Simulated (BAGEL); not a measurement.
# UHF/3-21G (density fitting with qzvpp-jkfit) run of GaHCl (SMILES [Cl][GaH])

What is the vertical doublet–quartet gap of GaHCl at UHF/3-21G (density fitting with qzvpp-jkfit)? 

The calculation is run with BAGEL 1.2.2.

4 further runs of the same task are left out: 2 that didn't finish, 2 set aside as unsound or not needed.

**1. The system as given**

GaHCl has 3 atoms, charge 0, and is taken as a doublet. SMILES: `[Cl][GaH]`. The shape is that of a PBE0-D4/def2-TZVP optimisation.

Bond lengths: Cl1–Ga2 2.168 Å, Ga2–H3 1.604 Å. Angles: Cl1–Ga2–H3 115.5°.

**2. A single-point energy at UHF/3-21G (density fitting with qzvpp-jkfit)**

input.json reads:

```json
{ "bagel": [

{
  "title": "molecule",
  "basis": "3-21g",
  "df_basis": "qzvpp-jkfit",
  "angstrom": true,
  "geometry": [
    { "atom": "Cl", "xyz": [       1.530700,      -0.191300,       0.805700 ] },
    { "atom": "Ga", "xyz": [      -0.331100,      -0.583500,      -0.232800 ] },
    { "atom": "H", "xyz": [      -1.210500,       0.710000,      -0.586300 ] }
  ]
},

{ "title": "uhf", "nopen": 1 },

{ "title": "print", "file": "orbitals.molden", "orbitals": true }

]}
```

The run is started by

```
$ BAGEL_NUM_THREADS=1 BAGEL input.json > input.out
```

Standard output:

```text
* using 1 threads per process

  ===============================================================
  ===============================================================

  *** Geometry ***

  { "atom" : "Cl", "xyz" : [      2.892604,     -0.361505,      1.522552 ] },
  { "atom" : "Ga", "xyz" : [     -0.625688,     -1.102655,     -0.439928 ] },
  { "atom" : "H", "xyz" : [     -2.287513,      1.341706,     -1.107946 ] },

  Number of auxiliary basis functions:      412

  Since a DF basis is specified, we compute 2- and 3-index integrals:
    o Being stored without compression. Storage requirement is 0.005 GB

  Number of basis functions:       37
  Number of electrons      :       49

    * METHOD: MOLECULE                             0.11

  *** Open-shell HF ***

  === Nuclear Repulsion ===
   141.6931163696

      * DIIS with orbital gradients will be used.

  === UHF iteration (3-21g) ===
      0      -2371.68117365          0.01961672           0.04
      1      -2371.72326966          0.00829553           0.04
      2      -2371.73023859          0.00328786           0.04
      3      -2371.73152597          0.00109873           0.04
      4      -2371.73195832          0.00023255           0.04
      5      -2371.73200295          0.00008284           0.04
      6      -2371.73201416          0.00002888           0.04
      7      -2371.73201646          0.00000870           0.04
      8      -2371.73201657          0.00000253           0.04
      9      -2371.73201659          0.00000104           0.04
     10      -2371.73201659          0.00000031           0.04
     11      -2371.73201659          0.00000014           0.04
     12      -2371.73201659          0.00000006           0.04
     13      -2371.73201659          0.00000001           0.04
     14      -2371.73201659          0.00000001           0.04
    * SCF iteration converged.

    * S^2 (UHF) is 0.7585

    * Permanent dipole moment:
           (    1.117787,     0.394839,     0.638262) a.u.

    * METHOD: UHF                                  0.69

    * METHOD: PRINT                                0.00

  ===============================================================
```

Run time: 0.92 s. Hardware: 1 thread of Arm Neoverse V1, shared host; peak memory 0.081 GiB.

**3. The quartet, same level**

hf.json reads:

```json
{ "bagel": [

{
  "title": "molecule",
  "basis": "3-21g",
  "df_basis": "qzvpp-jkfit",
  "angstrom": true,
  "geometry": [
    { "atom": "Cl", "xyz": [       1.530700,      -0.191300,       0.805700 ] },
    { "atom": "Ga", "xyz": [      -0.331100,      -0.583500,      -0.232800 ] },
    { "atom": "H", "xyz": [      -1.210500,       0.710000,      -0.586300 ] }
  ]
},

{
  "title": "uhf",
  "nopen": 3
},

{
  "title": "print",
  "file": "orbitals.molden",
  "orbitals": true
}

]}
```

The run is started by

```
$ BAGEL_NUM_THREADS=1 BAGEL hf.json > hf.out
```

Standard output:

```text
* using 1 threads per process

  ===============================================================
  ===============================================================

  *** Geometry ***

  { "atom" : "Cl", "xyz" : [      2.892604,     -0.361505,      1.522552 ] },
  { "atom" : "Ga", "xyz" : [     -0.625688,     -1.102655,     -0.439928 ] },
  { "atom" : "H", "xyz" : [     -2.287513,      1.341706,     -1.107946 ] },

  Number of auxiliary basis functions:      412

  Since a DF basis is specified, we compute 2- and 3-index integrals:
    o Being stored without compression. Storage requirement is 0.005 GB

  Number of basis functions:       37
  Number of electrons      :       49

    * METHOD: MOLECULE                             0.11

  *** Open-shell HF ***

  === Nuclear Repulsion ===
   141.6931163696

      * DIIS with orbital gradients will be used.

  === UHF iteration (3-21g) ===
      0      -2371.49411444          0.01384644           0.04
      1      -2371.53307248          0.00551440           0.04
      2      -2371.53950186          0.00257299           0.04
      3      -2371.54105872          0.00163639           0.04
      4      -2371.54233731          0.00116407           0.04
      5      -2371.54357228          0.00056478           0.04
      6      -2371.54390436          0.00041061           0.04
      7      -2371.54408295          0.00031274           0.04
      8      -2371.54420654          0.00019676           0.04
      9      -2371.54422709          0.00006900           0.04
     10      -2371.54423029          0.00003452           0.04
     11      -2371.54423095          0.00001431           0.04
     12      -2371.54423106          0.00000580           0.04
     13      -2371.54423109          0.00000094           0.04
     14      -2371.54423109          0.00000026           0.04
     15      -2371.54423109          0.00000013           0.04
     16      -2371.54423109          0.00000003           0.04
     17      -2371.54423109          0.00000001           0.04
     18      -2371.54423109          0.00000001           0.04
    * SCF iteration converged.

    * S^2 (UHF) is 3.7627

    * Permanent dipole moment:
           (    1.214477,    -0.519377,     0.605595) a.u.

    * METHOD: UHF                                  0.88

    * METHOD: PRINT                                0.00

  ===============================================================
```

Run time: 1.1 s. Hardware: 1 thread of Arm Neoverse V1, shared host; peak memory 0.081 GiB.

**4. Results**

At UHF/3-21G (density fitting with qzvpp-jkfit):

| quantity | value |
| --- | --- |
| doublet: total energy | -2371.73202 Eh |
| doublet: dipole moment | 3.42 D |
| doublet: ⟨S²⟩ | 0.758 |
| quartet: total energy | -2371.54423 Eh |
| quartet: dipole moment | 3.69 D |
| quartet: ⟨S²⟩ | 3.763 |
| vertical energy of the quartet above the doublet | 5.110 eV |

**Reading.** At this shape the quartet lies 5.11 eV (493 kJ/mol) above the doublet.
